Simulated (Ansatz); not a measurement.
# C₃H₆Sn, SMILES C#[C][SnH2][CH3]: vertical spin-state energies

Computed with Ansatz 0.2.0 through its Python package.

Notebook, run cell by cell (the value of a cell's last expression is shown):

```python
import ansatz as az
```

```python
BASIS = "def2-TZVP"
FUNCTIONAL = "cam_b3lyp"
```

```python
GEOMETRY = """
C     2.59980   -0.15230   -1.26220
C     1.44430    0.20400   -0.90560
Sn   -0.50060    0.75300   -0.27660
C    -1.12960   -0.71980    1.09580
H     3.52220   -0.39060   -1.61590
H    -0.39470    2.31740    0.54580
H    -1.51230    0.85900   -1.63920
H    -1.20930   -1.69620    0.58010
H    -2.21550   -0.42830    1.48430
H    -0.52120   -0.79750    1.99640
"""
```

```python
molecule = az.Crystal.molecule()
for line in GEOMETRY.strip().splitlines():
    symbol, *xyz = line.split()
    molecule = molecule.atom(symbol, [float(v) for v in xyz])
```

```python
calc = (
    molecule.calculation()
    .basis(gaussian=BASIS)
    .functional(FUNCTIONAL)
)
found = {}
for unpaired in [0, 2]:
    r = calc.spin("collinear", total=unpaired).run(threads=1, pin="off").report
    s = unpaired / 2
    found[unpaired] = r["free_energy_ev"]
    print(f"2S+1 = {unpaired + 1}: E = {found[unpaired]:.5f} eV, <S^2> = {abs(r['mean_field']['state']['spin_squared']):.3f} (pure state {s * (s + 1):.2f})")
lowest = min(found, key=found.get)
for unpaired, e in found.items():
    print(f"multiplicity {unpaired + 1}: {23.060548 * (e - found[lowest]):.1f} kcal/mol above the lowest")
```

    2S+1 = 1: E = -9036.40930 eV, <S^2> = 0.000 (pure state 0.00)
    2S+1 = 3: E = -9031.65667 eV, <S^2> = 2.007 (pure state 2.00)
    multiplicity 1: 0.0 kcal/mol above the lowest
    multiplicity 3: 109.6 kcal/mol above the lowest

In order: multiplicity 1 (+0.00 eV) and multiplicity 3 (+4.75 eV), all at the one geometry.

Reading the output:
- The settings weren't tested for convergence.
- The geometry is a force-field or estimated start, not a minimum of this method, and the basis set is short of its limit. All parts are taken at fixed geometry, without zero-point energy.
- def2 sets replace the cores of elements past krypton by effective core potentials.
- Spin-orbit coupling, which mixes and shifts the spin states of heavy atoms, is left out.
- Hardware and time: 110 s on 1 thread of Arm Neoverse V1, on a shared host, peak memory 0.83 GiB.
